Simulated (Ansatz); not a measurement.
# Os (Osmium): the cost of one run

Method: DFT PBE, scalar-relativistic, plane waves, PAW, in Ansatz 0.2.0.

2 further runs of the same task are left out: 2 set aside as unsound or not needed.

## (1) The starting structure

The structure is hexagonal, space group P6_3/mmc (No. 194). The conventional cell has a = 2.753 Å, b = 2.753 Å, c = 4.351 Å, α = 90.00°, β = 90.00°, γ = 120.00°. Os (site symmetry -6m2) has 12 Os at 2.69 to 2.75 Å as nearest neighbours.

As a file:

```
CELL_PARAMETERS angstrom
2.75279 0.00000 0.00000
-1.37640 2.38399 0.00000
0.00000 0.00000 4.35086
ATOMIC_POSITIONS crystal
Os 0.33333 0.66667 0.25000
Os 0.66667 0.33333 0.75000
```

It is the result of an earlier relaxation at this level (volume 14.28 Å³/atom; gap on the mesh: none (metal)).

## (2) Bands, states and charges

The input, input.yaml:

```yaml
crystal:
  lattice:
    - [2.7527908586, 0.0, 0.0]
    - [-1.3763954293, 2.3839868148, 0.0]
    - [0.0, 0.0, 4.3508626228]
  atoms:
    - { symbol: Os, position: [0.3333333333, 0.6666666667, 0.25] }
    - { symbol: Os, position: [0.6666666667, 0.3333333333, 0.75] }
basis:
  ecutwfc: 420
kpoints:
  mp_grid: { grid: [18, 18, 10] }
  band_path:
    path:
      - [[0.0, 0.0, 0.0], [0.5, 0.0, 0.0], [0.33333333, 0.33333333, 0.0], [0.0, 0.0, 0.0], [0.0, 0.0, 0.5], [0.5, 0.0, 0.5], [0.33333333, 0.33333333, 0.5], [0.0, 0.0, 0.5]]
      - [[0.5, 0.0, 0.5], [0.5, 0.0, 0.0]]
      - [[0.33333333, 0.33333333, 0.5], [0.33333333, 0.33333333, 0.0]]
    npoints: 14
hamiltonian:
  xc: pbe
scf:
  occupations: { method: gaussian, width: 0.1 }
  n_extra_bands: 6
output:
  forces: true
  stress: true
  eigenvalues: true
  populations: true
  dos: { projected: true, de: 0.02, nscf_kmesh: { grid: [27, 27, 15] } }
  bader: true
  write_density: true
  write_potential: true
  elf: true
  volumetric_format: npy
```

On the command line:

```bash
$ ansatz run input.yaml --threads 1 --pin off --max-ram 2560MiB --backend cpu --events-out ev --progress --plain --runs-dir out
```

**Question.** How long does this run take on 1 thread of Intel Xeon Platinum 8259CL at 2.50GHz (Skylake/Cascade Lake), shared host, and how much memory does it need?

About 50 s, with a peak of 0.59 GiB.
